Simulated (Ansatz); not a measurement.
**Vanadium, dhcp under PBEsol: from relaxation to bulk modulus**

The plan for vanadium in the dhcp structure: relax it, solve it on a dense k-mesh, then scale the cell to 7 volumes from 88 to 112 % of the relaxed one and try a fit of the equation of state. Spin polarisation is left out. The k-meshes are 13×13×4 for the relaxation; 18×18×5 for the dense run; 16×16×4 for the volumes.

Program: Ansatz 0.2.0. Level of theory: DFT PBEsol, plane waves (420 eV) with PAW, scalar-relativistic; PBE-made PAW files. These are calculated values, not measurements.

## 1. Starting point

The structure is hexagonal, space group P6_3/mmc (No. 194). The conventional cell has a = 2.694 Å, b = 2.694 Å, c = 8.799 Å, α = 90.00°, β = 90.00°, γ = 120.00°. Around V (site symmetry -3m) lie 12 V at 2.69 Å. V (site symmetry -6m2) is surrounded by 12 V at 2.69 Å.

As a file:

```xyz
4
Lattice="2.6941 0.0000 0.0000 -1.3470 2.3331 0.0000 0.0000 0.0000 8.7988" Properties=species:S:1:pos:R:3 pbc="T T T"
V     0.0000    0.0000    0.0000
V     0.0000    0.0000    4.3994
V     0.0000    1.5554    2.1997
V     1.3470    0.7777    6.5991
```

## 2. Relaxation of the cell

The input, input.yaml:

```yaml
crystal:
  lattice:
    - [2.6940739632, 0.0, 0.0]
    - [-1.3470369816, 2.3331364918, 0.0]
    - [0.0, 0.0, 8.7988455638]
  atoms:
    - { symbol: V, position: [0.0, 0.0, 0.0] }
    - { symbol: V, position: [0.0, 0.0, 0.5] }
    - { symbol: V, position: [0.3333333333, 0.6666666667, 0.25] }
    - { symbol: V, position: [0.6666666667, 0.3333333333, 0.75] }
hamiltonian:
  xc: pbesol
  pseudopotentials:
    kind: paw
    azcp:
      V: "pseudopotentials/V.paw.azcp"
basis:
  ecutwfc: 420
  fft_grid_basis: typed
kpoints:
  mp_grid: { grid: [13, 13, 4], shift: [0, 0, 0] }
magnetization:
  spin_polarized: false
scf:
  occupations: { method: fermi_dirac, width: 0.1 }
relax:
  max_steps: 60
  f_tol: 0.01
  cell: {}
```

Further steps of the session: Single point on a dense mesh; The cell scaled to 88 % of its volume; The cell scaled to 92 % of its volume; The cell scaled to 96 % of its volume; The cell scaled to 100 % of its volume; The cell scaled to 104 % of its volume; The cell scaled to 108 % of its volume; The cell scaled to 112 % of its volume.

What does the calculation give? Wanted: space group; conventional cell; volume; shortest distance; gap on the mesh; relative to bcc; V₀, B₀, B₀′.

**Answer**, as computed:

| quantity | value |
| --- | --- |
| space group (spins left aside) | P6_3/mmc (No. 194) |
| conventional cell | a = 2.589 Å, c = 9.199 Å (c/a = 3.554) |
| volume | 13.345 Å³/atom |
| shortest distance | 2.589 Å |
| gap on the mesh | none (levels filled in part) |
| relative to bcc | +256 meV/atom |
| V₀, B₀, B₀′ | 13.324 Å³/atom, 188 GPa, 3.8 |

From the guessed start the volume shrank by 3.5 % in 9 steps. Against the reference form of vanadium (bcc, computed apart with the same settings) it stands 256 meV/atom higher, so it is far from stable. Levels at the Fermi energy are filled in part, as in a metal. The fitted modulus is 188 GPa; letting shape and positions relax at each volume could only lower it. Relaxation kept the symmetry; phonons were not checked.
